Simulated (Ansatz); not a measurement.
**C₃H₉FGeO: up Jacob's ladder to CCSD(T)**

Aim: compute C₃H₉FGeO with functionals from several rungs and with coupled cluster, and see how far each lands from CCSD(T) at the basis-set limit for the atomisation energy.

Computed with Ansatz 0.2.0, Gaussian basis. Level: functionals in def2-TZVPP, the program's frozen cores in correlated methods.

Levels to be run: PBE-D4, r2SCAN-D4, PBE0-D4, B3LYP-D4, ωB97X-V, ωB97M-V, B2PLYP; CCSD(T)/def2-TZVPP; MP2/def2-QZVPP; extrapolation to the limit.

### 1 The geometry

The geometry comes from an earlier relaxation with PBE0-D4 in a triple-zeta def2 set; it is a stationary point, not always the lowest conformer.

15 atoms, charge 0, spin multiplicity 1.

Atoms are counted from 1 here; the program's logs count them from 0.

Bond lengths: C1–C2 1.512 Å, C1–H7 1.092 Å, C1–H8 1.092 Å, C1–H9 1.093 Å, C2–O3 1.416 Å, C2–H10 1.099 Å, C2–H11 1.095 Å, O3–Ge4 1.761 Å, Ge4–C5 1.933 Å, Ge4–F6 1.748 Å, Ge4–H12 1.530 Å, C5–H13 1.090 Å, C5–H14 1.091 Å, C5–H15 1.091 Å. Angles: C2–C1–H7 110.3°, C2–C1–H8 111.1°, C2–C1–H9 110.3°, H7–C1–H8 108.1°, H7–C1–H9 108.5°, H8–C1–H9 108.5°, C1–C2–O3 112.1°, C1–C2–H10 110.2°, C1–C2–H11 110.2°, O3–C2–H10 111.0°, O3–C2–H11 106.4°, H10–C2–H11 106.7°, C2–O3–Ge4 121.8°, O3–Ge4–C5 112.8°, O3–Ge4–F6 107.7°, O3–Ge4–H12 105.4°, C5–Ge4–F6 105.4°, C5–Ge4–H12 118.3° and more.

Coordinates:

```xyz
15
charge 0, multiplicity 1
C    -1.7350    0.1785   -1.3382
C    -0.2487    0.4575   -1.3205
O     0.5029   -0.6829   -0.9462
Ge    0.8090   -1.0795    0.7423
C     1.4058    0.4428    1.7743
F    -0.7116   -1.5585    1.4592
H    -1.9552   -0.6543   -2.0088
H    -2.0981   -0.0836   -0.3421
H    -2.2823    1.0584   -1.6872
H    -0.0308    1.3080   -0.6589
H     0.0954    0.7407   -2.3203
H     1.6936   -2.3275    0.7117
H     0.6215    1.1992    1.8126
H     2.3021    0.8766    1.3294
H     1.6313    0.1246    2.7928
```

### 2 PBE-D4 (GGA)

The input, in.yaml:

```yaml
crystal:
  periodic: [false, false, false]
  atoms:
    - {symbol: C, position_ang: [-1.734976, 0.178520, -1.338206]}
    - {symbol: C, position_ang: [-0.248676, 0.457456, -1.320461]}
    - {symbol: O, position_ang: [0.502889, -0.682859, -0.946226]}
    - {symbol: Ge, position_ang: [0.809033, -1.079476, 0.742288]}
    - {symbol: C, position_ang: [1.405766, 0.442780, 1.774281]}
    - {symbol: F, position_ang: [-0.711550, -1.558457, 1.459166]}
    - {symbol: H, position_ang: [-1.955242, -0.654339, -2.008825]}
    - {symbol: H, position_ang: [-2.098135, -0.083561, -0.342112]}
    - {symbol: H, position_ang: [-2.282261, 1.058390, -1.687214]}
    - {symbol: H, position_ang: [-0.030782, 1.307971, -0.658898]}
    - {symbol: H, position_ang: [0.095394, 0.740659, -2.320294]}
    - {symbol: H, position_ang: [1.693626, -2.327471, 0.711703]}
    - {symbol: H, position_ang: [0.621496, 1.199205, 1.812632]}
    - {symbol: H, position_ang: [2.302130, 0.876563, 1.329363]}
    - {symbol: H, position_ang: [1.631289, 0.124608, 2.792803]}
basis:
  gaussian: {orbitals: def2-TZVPP}
hamiltonian: {xc: pbe, dispersion: d4}
output: {forces: true, orbitals: {seedname: orbitals}}
```

On the command line:

```sh
$ ansatz run in.yaml --threads 2 --pin off --events-out ev --progress --plain --max-ram 32768MiB --backend cuda --devices 0, --max-vram 18GiB
```

After this run come: r2SCAN-D4 (meta-GGA); PBE0-D4 (hybrid); B3LYP-D4 (hybrid); ωB97X-V (range-separated); ωB97M-V (range-separated); B2PLYP (double hybrid); CCSD(T) in def2-TZVPP; MP2 in def2-QZVPP.

**Question.** What will the summary of the whole plan be? Wanted: atomisation energy, CCSD(T)/CBS; farthest; mean size of error, hybrid; mean size of error, range-separated; gap, smallest and largest; T1 diagnostic; triples share of the correlation energy.

As calculated:

```
                               quantity                                           value
        atomisation energy, CCSD(T)/CBS                                   5653.7 kJ/mol
 functionals within 56.5 kJ/mol (1.0 %)  r2SCAN-D4, PBE0-D4, B3LYP-D4, ωB97X-V, ωB97M-V
                               farthest                           B2PLYP (-72.4 kJ/mol)
             mean size of error, hybrid                                     27.2 kJ/mol
    mean size of error, range-separated                                      8.2 kJ/mol
              gap, smallest and largest            6.49 eV (PBE-D4), 13.29 eV (ωB97X-V)
                          T1 diagnostic                                          0.0114
triples share of the correlation energy                                           3.5 %
```

In words: PBE-D4 misses by +66.7 kJ/mol. Double hybrids carry the basis error of their MP2 part in triple zeta, and no dispersion term here, so their miss is partly the set-up's. The reference freezes the cores and leaves out relativity and excitations past (T), and its outer-core shells are covered unevenly, so misses under about 56.5 kJ/mol can't be ranked. Hartree-Fock recovers 74 % of the binding; the rest is correlation. The gap grows from 6.5 to 13.3 eV across the functionals, mostly with the share of exact exchange. Correlated methods include outer-core shells of Ge, which these sets cover unevenly.
